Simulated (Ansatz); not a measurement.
This script for a displacement scan with seeded SCF runs of WC, space group Fm-3m with Ansatz's Python interface holds a mistake.

The script, `walk.py`:
```python
"""Move one atom of WC step by step, each SCF seeded by the last."""

from dataclasses import dataclass

import ansatz as az
from ase import Atoms
import numpy as np


@dataclass(frozen=True)
class Options:
    kgrid: tuple[int, ...] = (0, 4, 4)
    filling: str = "fermi_dirac"
    sigma: float = 0.05
    ecut: int = 510


cfg = Options()

atoms = Atoms(
    ["W", "C"],
    scaled_positions=[
        (0.0, 0.0, 0.0),
        (0.5, 0.5, 0.5),
    ],
    cell=[
        (0.0, 2.19268, 2.19268),
        (2.19268, 0.0, 2.19268),
        (2.19268, 2.19268, 0.0),
    ],
    pbc=True,
)
crystal = az.Crystal.from_ase(atoms)

start = np.array(crystal.resolved().sites[0].position)
previous, rows = None, []
for step in range(6):
    target = start + step * 0.01 * np.eye(3)[2]
    setup = (
        crystal.move(0, to=target).calculation()
        .kpoints(*cfg.kgrid)
        .functional(az.Functional.PBESOL)
        .occupations(cfg.filling, width=cfg.sigma)
        .basis(cfg.ecut)
        .forces()
    )
    session = setup.session()
    if previous is not None:
        session.seed_next_step(previous)
    previous = session.plan(retain="wavefunctions").execute()
    rep = previous.report
    shift = float(np.linalg.norm((target - start) @ np.array(rep["lattice"]["cell_ang"])))
    rows.append((step, shift, rep["lagrangian_ev"], float(np.linalg.norm(rep["forces_ev_ang"][0])), rep["n_iterations"], rep["n_symmetry_ops"]))
rows = [(row[0], row[1], 1000 * (row[2] - rows[0][2]), *row[3:]) for row in rows]
for row in rows:
    print("; ".join(f"{name} = {round(v, 4) if isinstance(v, float) else v}" for name, v in zip(["step", "moved A", "dE meV", "force on it eV/A", "iterations", "symmetry operations"], row)))
```

Output of `python walk.py`:
```text
Traceback (most recent call last):
  File "walk.py", line 47, in <module>
    session = setup.session()
  ...
ansatz.RefusalError: invalid value for `kpoints.mp_grid.grid`: each dimension must be in 1..=255
```
(Library frames cut from the traceback.)

Find the fault and give the corrected script.

The fault: a mesh division is zero. The correction:

```diff
--- before
+++ after
@@ -11,3 +11,2 @@
 class Options:
-    kgrid: tuple[int, ...] = (0, 4, 4)
     filling: str = "fermi_dirac"
@@ -40,3 +39,3 @@
         crystal.move(0, to=target).calculation()
-        .kpoints(*cfg.kgrid)
+        .kpoints(8)
         .functional(az.Functional.PBESOL)
```

The mended script runs so:

Running `python walk.py` prints:
```text
step = 0; moved A = 0.0; dE meV = 0.0; force on it eV/A = 0.0; iterations = 6; symmetry operations = 48
step = 1; moved A = 0.031; dE meV = 2.9605; force on it eV/A = 0.1897; iterations = 6; symmetry operations = 4
step = 2; moved A = 0.062; dE meV = 11.8484; force on it eV/A = 0.3874; iterations = 6; symmetry operations = 4
step = 3; moved A = 0.093; dE meV = 27.2151; force on it eV/A = 0.6063; iterations = 6; symmetry operations = 4
step = 4; moved A = 0.124; dE meV = 49.2596; force on it eV/A = 0.806; iterations = 6; symmetry operations = 4
step = 5; moved A = 0.155; dE meV = 77.6362; force on it eV/A = 1.0257; iterations = 6; symmetry operations = 4
```

For a metal this k-point mesh is coarse: on a finer one energies can move by several to tens of meV an atom and pressures by half a GPa or more, differences at one mesh by less. Spin-orbit coupling, which matters for elements this heavy, is left out. This cell is a computed structure, which may not be the phase found in nature. The first step keeps the crystal's symmetry; the moved atom lowers it. It ran for 6.6 s on 1 thread of AMD EPYC 9R45 96-Core Processor (Zen 5), with other jobs on the host, peak memory 0.45 GiB.

(Lines on the test bed's own set-up are left out of the output.)
